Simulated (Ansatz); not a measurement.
# TiAl: a tetragonal deformation path

The task here is to estimate one member of a computed series from the others.

Method: DFT PBEsol, scalar-relativistic, plane waves, PAW, in Ansatz 0.2.0.

**Starting point**

It takes space group Pm-3m (No. 221, cubic). The conventional cell has a = 3.179 Å, b = 3.179 Å, c = 3.179 Å, α = 90.00°, β = 90.00°, γ = 90.00°. Ti (site symmetry m-3m) is surrounded by 8 Al at 2.75 Å. Around Al (site symmetry m-3m) lie 8 Ti at 2.75 Å.

Coordinates:

```cif
data_structure
_symmetry_space_group_name_H-M 'P 1'
_symmetry_Int_Tables_number 1
_cell_length_a 3.1791
_cell_length_b 3.1791
_cell_length_c 3.1791
_cell_angle_alpha 90.000
_cell_angle_beta 90.000
_cell_angle_gamma 90.000
_cell_volume 32.13
loop_
_atom_site_label
_atom_site_type_symbol
_atom_site_fract_x
_atom_site_fract_y
_atom_site_fract_z
_atom_site_occupancy
Ti1 Ti 0.00000 0.00000 0.00000 1
Al1 Al 0.50000 0.50000 0.50000 1
```

It goes back to an entry of the Materials Project, which need not be the stable form.

The cell is taken as given, not relaxed at this level.

**The reference cell**

The reference gives a free energy of -2998.9926 eV, pressure -2.40 GPa, largest force 0.000 eV/Å and gap on the mesh none (metal). It was computed beforehand with the settings of the runs below.

The first run:

At fixed volume and fractional coordinates, lengths along (0.000, 0.000, 1.000) are scaled against those across it; ρ is that ratio over its starting value.

The input, input.yaml:

```yaml
crystal:
  lattice:
    - [3.5685583292, 0.0, 0.0]
    - [0.0, 3.5685583292, 0.0]
    - [0.0, 0.0, 2.5229707387]
  atoms:
    - { symbol: Ti, position: [0.0, 0.0, 0.0] }
    - { symbol: Al, position: [0.5, 0.5, 0.5] }
basis:
  ecutwfc: 420
kpoints:
  mp_grid: { grid: [16, 16, 16] }
hamiltonian:
  xc: pbesol
scf:
  occupations: { method: gaussian, width: 0.15 }
output:
  forces: true
  stress: true
  eigenvalues: true
```

Command:

```bash
$ ansatz run input.yaml --threads 1 --pin off --max-ram 2560MiB --backend cpu --events-out ev --progress --plain --runs-dir out
```

Among the steps run: Point ρ = 0.707; At ρ = 1.414; Point ρ = 0.850; Point ρ = 1.200; At ρ = 0.780; At ρ = 1.300; Point ρ = 0.920; At ρ = 1.100; At ρ = 0.650; Point ρ = 1.500; At ρ = 0.960; ρ = 1.050.

One table of the session follows, with a row left open; its other results are not shown here.

Collected from the runs (energy zero: the undisturbed cell):

| ρ | ΔE (meV/atom) | pressure (GPa) |
| --- | --- | --- |
| 0.650 | 245.7 | 4.5 |
| 0.707 | 99.1 | 1.8 |
| 0.780 | 8.8 | -0.3 |
| 0.850 | -11.0 | -1.6 |
| 0.920 | -6.6 | -2.2 |
| 0.960 | -2.2 | -2.4 |
| 1.000 | 0.0 | -2.4 |
| 1.050 | -5.8 | -2.4 |
| 1.100 | -22.7 | -2.3 |
| 1.200 | -72.7 | -2.3 |
| 1.300 | -115.4 | -2.3 |
| 1.414 | ? | ? |
| 1.500 | -135.6 | -2.1 |

Q: Estimate the row for ρ = 1.414 from the others.

Worked estimate for «ΔE (meV/atom)». A straight line through the neighbours (1.300, -115.4) and (1.500, -135.6) gives -115.4 + (-135.6 + 115.4) × (1.414 − 1.300) / (1.500 − 1.300) = -126.9; a parabola fitted to 3 rows on both sides gives -137.6.

As computed: ΔE (meV/atom): -138.9; pressure (GPa): -2.1. In «ΔE (meV/atom)» the line misses by +12.0 and the parabola by +1.3.
